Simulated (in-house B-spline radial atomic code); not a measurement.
# Sr⁺: ionisation energy by several methods

The task here is to estimate one member of a computed series from the others.

Program: in-house B-spline radial atomic code version 1. Level of theory: non-relativistic, several functionals, spin-polarised, exact exchange averaged over the configuration; spherical all-electron atom at the radial basis limit. These are calculated values, not measurements, unless marked.

**The system**

* element: strontium (Z = 38)
* charge: +1
* electrons: 37
* configuration: [Kr] 5s1
* nucleus: point

The outer shells:

[Kr] 5s1
```
[Kr] core
5s [↑ ]
```

Where spins are not typed, each open shell is filled with up spins first.

The first run:

Input settings:

```ini
Z = 38
electrons = 37.0
configuration = [Kr] 5s1
hamiltonian = nr
method = pbe0
spin_polarised = True
exact_exchange = averaged over the configuration
```

Run with:

```bash
> python run_scf.py task.json out
```

task.json lists these runs, among others, and the program works through them in turn.

Steps of the session up to this table: PBE0; CAM-B3LYP; HSE06; ωB97X; LC-ωPBE; B3LYP.

One table of the session follows, with a row left open; its other results are not shown here.

```
   method  ΔSCF (eV)
     PBE0     10.895
    B3LYP     11.109
CAM-B3LYP     11.031
    HSE06     10.920
    ωB97X          ?
  LC-ωPBE     10.672
```

Estimate the missing values for ωB97X.

As computed: ΔSCF (eV): 10.471. In the column «ΔSCF (eV)» it is the lowest.

To keep in mind: These runs leave out relativity, which matters at this nuclear charge.
